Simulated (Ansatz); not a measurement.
# CH5O2SbSi: how energies converge with the basis set

One table from this session's results is given with a row withheld; the runs are named, their logs left out.

Computed with Ansatz 0.2.0, Gaussian basis. Level: one geometry, several basis sets.

Levels to be run: PBE0-D4/def2-SVP; ωB97M-V/def2-SVP; PBE0-D4/def2-QZVPP; ωB97M-V/def2-QZVPP; the functionals' def2-TZVPP values are taken from earlier runs.

## The geometry

An earlier PBE0-D4 in a triple-zeta def2 set relaxation fixed the geometry. Sb takes the def2 core potential; no spin-orbit term is included.

SMILES `[OH][Sb]1[CH2][SiH2][O]1`, 10 atoms, charge 0, spin multiplicity 1.

Atoms are counted from 1 here; the program's logs count them from 0.

Bond lengths: O1–Sb2 1.961 Å, O1–H6 0.961 Å, Sb2–C3 2.162 Å, Sb2–O5 1.995 Å, C3–Si4 1.884 Å, C3–H7 1.090 Å, C3–H8 1.090 Å, Si4–O5 1.660 Å, Si4–H9 1.487 Å, Si4–H10 1.489 Å. Angles: Sb2–O1–H6 112.8°, O1–Sb2–C3 90.9°, O1–Sb2–O5 97.9°, C3–Sb2–O5 78.5°, Sb2–C3–Si4 86.6°, Sb2–C3–H7 113.8°, Sb2–C3–H8 110.3°, Si4–C3–H7 116.3°, Si4–C3–H8 117.4°, H7–C3–H8 110.4°, C3–Si4–O5 95.8°, C3–Si4–H9 114.2°, C3–Si4–H10 113.7°, O5–Si4–H9 112.8°, O5–Si4–H10 111.5°, H9–Si4–H10 108.5°, Sb2–O5–Si4 98.8°.

Coordinates:

```tsv
atom	x (Å)	y (Å)	z (Å)
O1	-2.25462	0.33192	0.13754
Sb2	-0.75332	0.46309	1.39159
C3	0.59614	0.95693	-0.22346
Si4	1.01092	-0.87931	-0.29054
O5	0.07718	-1.31072	1.01285
H6	-3.08421	0.11441	0.57056
H7	1.40634	1.62530	0.06914
H8	0.04279	1.37703	-1.06364
H9	0.59185	-1.55206	-1.54824
H10	2.45003	-1.17770	-0.05280
```

Set-up of the first run:

File in.yaml:

```yaml
crystal:
  periodic: [false, false, false]
  atoms:
    - {symbol: O, position_ang: [-2.254619, 0.331921, 0.137538]}
    - {symbol: Sb, position_ang: [-0.753316, 0.463086, 1.391595]}
    - {symbol: C, position_ang: [0.596144, 0.956931, -0.223465]}
    - {symbol: Si, position_ang: [1.010915, -0.879307, -0.290537]}
    - {symbol: O, position_ang: [0.077178, -1.310715, 1.012849]}
    - {symbol: H, position_ang: [-3.084210, 0.114407, 0.570565]}
    - {symbol: H, position_ang: [1.406337, 1.625304, 0.069136]}
    - {symbol: H, position_ang: [0.042789, 1.377033, -1.063641]}
    - {symbol: H, position_ang: [0.591850, -1.552059, -1.548236]}
    - {symbol: H, position_ang: [2.450031, -1.177701, -0.052804]}
basis:
  gaussian: {orbitals: def2-SVP}
hamiltonian: {xc: pbe0, dispersion: d4}
output: {orbitals: {seedname: orbitals}}
```

Command:

```console
$ ansatz run in.yaml --threads 4 --pin off --events-out ev --progress --plain --max-ram 10444MiB
```

Among the steps run: PBE0-D4 in def2-SVP; ωB97M-V in def2-SVP; PBE0-D4 in def2-QZVPP; ωB97M-V in def2-QZVPP.

One of the session's tables, all rows but one given; the rest of the session is left out.

It belongs to the step «Density functionals: the series». 

| functional | basis | HOMO (eV) |
| --- | --- | --- |
| PBE0-D4 | def2-SVP | -7.12 |
| PBE0-D4 | def2-TZVPP | -7.20 |
| PBE0-D4 | def2-QZVPP | ? |
| ωB97M-V | def2-SVP | -9.17 |
| ωB97M-V | def2-TZVPP | -9.28 |
| ωB97M-V | def2-QZVPP | -9.30 |

**Question.** Estimate the row for PBE0-D4, def2-QZVPP.

**Answer.** HOMO (eV): -7.23. In the column «HOMO (eV)» it lies between ωB97M-V, def2-SVP (-9.17) and PBE0-D4, def2-TZVPP (-7.20).
